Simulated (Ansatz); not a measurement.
This script drives Ansatz's Python interface.

Script `spin_h3o2sbsi.py`:
```python
"""Gap between spin states of H3O2SbSi at one geometry."""

import ansatz as az

SETTINGS = {
    "basis_set": "def2-SVPD",
    "xc": "hf",
}

GEOMETRY = """
O    -1.50210   -0.84020   -1.18050
Sb   -1.43970   -0.18800    0.73400
O     0.35130   -1.08460    0.95250
Si    1.02980    0.46500    0.46820
H    -1.54400    0.03580   -1.73730
H     1.60900    1.15840    1.59360
H     1.55700    0.38550   -0.87610
"""

h3o2sbsi = az.Crystal.molecule()
for line in GEOMETRY.strip().splitlines():
    symbol, *xyz = line.split()
    h3o2sbsi = h3o2sbsi.atom(symbol, [float(v) for v in xyz])

job = (
    h3o2sbsi.calculation()
    .basis(gaussian=SETTINGS["basis_set"])
    .functional(SETTINGS["xc"])
)
found = {}
for unpaired in [0, 2]:
    summary = job.spin("collinear", total=unpaired).run(threads=1).report
    s = unpaired / 2
    found[unpaired] = summary["free_energy_ev"]
    print(f"2S+1 = {unpaired + 1}: E = {found[unpaired]:.5f} eV, <S^2> = {abs(summary['mean_field']['state']['spin_squared']):.3f} (pure state {s * (s + 1):.2f})")
lowest = min(found, key=found.get)
for unpaired, e in found.items():
    print(f"multiplicity {unpaired + 1}: {(e - found[lowest]):.3f} eV above the lowest")
```

It is started by `python spin_h3o2sbsi.py`. Estimate its wall time and peak memory on 1 thread of Arm Neoverse V1 (shared host).

It took about 27 s, with a peak of 0.52 GiB, for 2 runs of the engine.

Output of `python spin_h3o2sbsi.py`:
```text
2S+1 = 1: E = -18488.55140 eV, <S^2> = 0.000 (pure state 0.00)
2S+1 = 3: E = -18486.61519 eV, <S^2> = 2.023 (pure state 2.00)
multiplicity 1: 0.000 eV above the lowest
multiplicity 3: 1.936 eV above the lowest
```

In order: multiplicity 1 (+0.00 eV) and multiplicity 3 (+1.94 eV), all at the one geometry.

Caveats:
- Total energies depend on the basis set; only differences at equal settings carry meaning.
- The geometry is a force-field or estimated start, not a minimum of this method, and the basis set is short of its limit. All parts are taken at fixed geometry, without zero-point energy.
- def2 sets replace the cores of elements past krypton by effective core potentials.
- Hartree-Fock leaves correlation out, so it favours high-spin states too much.
- Spin-orbit coupling, which mixes and shifts the spin states of heavy atoms, is left out.
